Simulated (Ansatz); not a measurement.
# Nickel, bcc under BLYP: structure, energy and stiffness

Aim: take nickel in the bcc structure, relax it, solve it on a dense k-mesh, then scale the cell to 7 volumes from 88 to 112 % of the relaxed one and try a fit of the equation of state. Spin polarisation is left out, though the real metal is magnetic, so this state lies above the ground state. The k-meshes are 16×16×16 for the relaxation; 25×25×25 for the dense run; 17×17×17 for the volumes.

This is Ni in the bcc structure; at room conditions it is fcc.

Program: Ansatz 0.2.0. Level of theory: DFT BLYP, plane waves (420 eV) with PAW, scalar-relativistic; PBE-made PAW files. These are calculated values, not measurements.

## Step 1: The starting structure

The structure is cubic, space group Im-3m (No. 229). The conventional cell has a = 2.797 Å, b = 2.797 Å, c = 2.797 Å, α = 90.00°, β = 90.00°, γ = 90.00°. Ni (site symmetry m-3m) is surrounded by 8 Ni at 2.42 Å.

As a file:

```xyz
1
Lattice="-1.3985 1.3985 1.3985 1.3985 -1.3985 1.3985 1.3985 1.3985 -1.3985" Properties=species:S:1:pos:R:3 pbc="T T T"
Ni    0.0000    0.0000    0.0000
```

## Step 2: Relaxing cell and atoms

The input, input.yaml:

```yaml
crystal:
  lattice:
    - [-1.3984527048, 1.3984527048, 1.3984527048]
    - [1.3984527048, -1.3984527048, 1.3984527048]
    - [1.3984527048, 1.3984527048, -1.3984527048]
  atoms:
    - { symbol: Ni, position: [0.0, 0.0, 0.0] }
hamiltonian:
  xc: blyp
  pseudopotentials:
    kind: paw
    azcp:
      Ni: "pseudopotentials/Ni.paw.azcp"
basis:
  ecutwfc: 420
  fft_grid_basis: typed
kpoints:
  mp_grid: { grid: [16, 16, 16], shift: [0, 0, 0] }
magnetization:
  spin_polarized: false
scf:
  occupations: { method: fermi_dirac, width: 0.1 }
relax:
  max_steps: 60
  f_tol: 0.01
  cell: {}
output:
  write_density: true
  write_potential: true
  elf: true
  volumetric_format: npy
```

Run with:

```console
> ansatz run input.yaml --threads 2 --pin off --max-ram 5120MiB --backend cpu --events-out ev --progress --plain --runs-dir out
```

After this run come: The energy on a finer k-mesh; Volume × 0.88; Volume × 0.92; Volume × 0.96; Volume × 1.0; Volume × 1.04; Volume × 1.08; Volume × 1.12.

What does the calculation give? Wanted: space group; conventional cell; volume; shortest distance; gap on the mesh; relative to fcc, ferromagnetic; V₀, B₀, B₀′.

As calculated:

| quantity | value |
| --- | --- |
| space group (spins left aside) | Im-3m (No. 229) |
| conventional cell | a = 2.843 Å |
| volume | 11.489 Å³/atom |
| shortest distance | 2.462 Å |
| gap on the mesh | none (levels filled in part) |
| relative to fcc, ferromagnetic | +108 meV/atom |
| V₀, B₀, B₀′ | 11.439 Å³/atom, 170 GPa, 4.9 |

What this shows: The relaxation enlarged the cell by 5.0 % in volume. It lies 108 meV/atom above the element's reference form at the same level (fcc, ferromagnetic, from a run of its own); part of this is magnetic energy, as this run has no moments. No gap shows: it is a metal or semimetal at this level. The fitted modulus is 170 GPa. The symmetry was held, so the structure may be unstable against distortions that break it.
